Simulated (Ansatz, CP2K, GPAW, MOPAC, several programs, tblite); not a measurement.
# Many methods on one cell: TlSbO2 (ordering on rocksalt)

TlSbO2 as one 4-atom ordering (R-3m) on the rocksalt lattice, relaxed with r2SCAN in Ansatz, was computed with several methods. The symmetry is R-3m (No. 166, trigonal); conventional cell a = 3.516 Å, c = 19.428 Å, 17.34 Å³ an atom. Tl is surrounded by 6 O at 2.89 Å; Sb is surrounded by 6 O at 2.35 Å; O is surrounded by 3 Sb at 2.35 Å and 3 Tl at 2.89 Å. All values are calculated for a non-magnetic cell, which may be hypothetical.

```xyz
4
Lattice="1.7581 1.0151 6.4759 -1.7581 1.0151 6.4759 0.0000 -2.0301 6.4759" Properties=species:S:1:pos:R:3 pbc="T T T"
Tl    1.7581    1.0151    6.4759
Sb    0.0000    0.0000    9.7139
O     0.0000    0.0000    4.4125
O     0.0000    0.0000   15.0153
```

Gaps and times are for a single point on this cell; volume and bulk modulus come from each method's own relaxation or energy curve at fixed shape, which is too stiff where a cell has free coordinates or axes. Times are rough, from shared hosts (Arm Neoverse V2), and each method has its own mesh and cell size. A double dagger marks a value from a curve with shape and coordinates held. PM6 (MOPAC), PM7 (MOPAC), GFN1-xTB (tblite), GFN2-xTB (tblite) treat a cluster of cells at its zone centre, which samples few k points: where these miss a band edge, the gap comes out too large for that reason alone. Gaps from k meshes are read at a limited set of points (mesh, symmetry points, PBE's band edges), so each method's own least gap may be somewhat smaller. xTB and the PM methods were fitted mostly to molecules, and can miss a solid's gap by electronvolts. Minimal bases can be far off for gaps. Curves at held shape can't give the bulk modulus of a layered or molecular crystal, so none is listed. d marks a direct gap, i an indirect one (no mark: not told apart), a dash a value that wasn't computed or didn't pass its checks.

| method | kind | gap (eV) | own volume (Å³/atom) | bulk modulus (GPa) | atoms computed | processor time |
| --- | --- | --- | --- | --- | --- | --- |
| light PBE (260 eV and a coarse mesh) | light plane-wave | overlap 0.28 | 17.54‡ | – | 4 | 1.4 s |
| GFN1-xTB (tblite) | tight binding | 2.27 | 16.09‡ | – | 108 | 5.1 s |
| PBE | semilocal | overlap 0.26 | 17.88 | – | 4 | 6.1 s |
| GFN2-xTB (tblite) | tight binding | 0.11 | – | – | 108 | 9.4 s |
| PBE/single zeta (GPAW) | small basis | overlap 0.25 | – | – | 4 | 15 s |
| r2SCAN | semilocal | overlap 0.19 | 17.34 | – | 4 | 16 s |
| PM7 (MOPAC) | semi-empirical | 2.95 | – | – | 108 | 26 s |
| PM6 (MOPAC) | semi-empirical | 2.87 | – | – | 108 | 27 s |
| PBE/SZV (CP2K) | small basis | overlap 0.11 | – | – | 4 | 42 s |
| PBE/DZVP (CP2K) | small basis | overlap 0.32 | 18.26‡ | – | 4 | 74 s |

Volumes against r2SCAN's: PBE +3.2 %.

With PBE and r2SCAN the bands overlap or touch, or nearly. Semilocal functionals can close a real gap, so this doesn't show a metal; small gaps of other methods may in turn close between the points read or with spin-orbit coupling, and the solid may be a semimetal.

Spin-orbit coupling is left out; in compounds of Pb, Bi, Tl or Hg it can lower a gap by up to about 1 eV, split its edges or invert the bands.
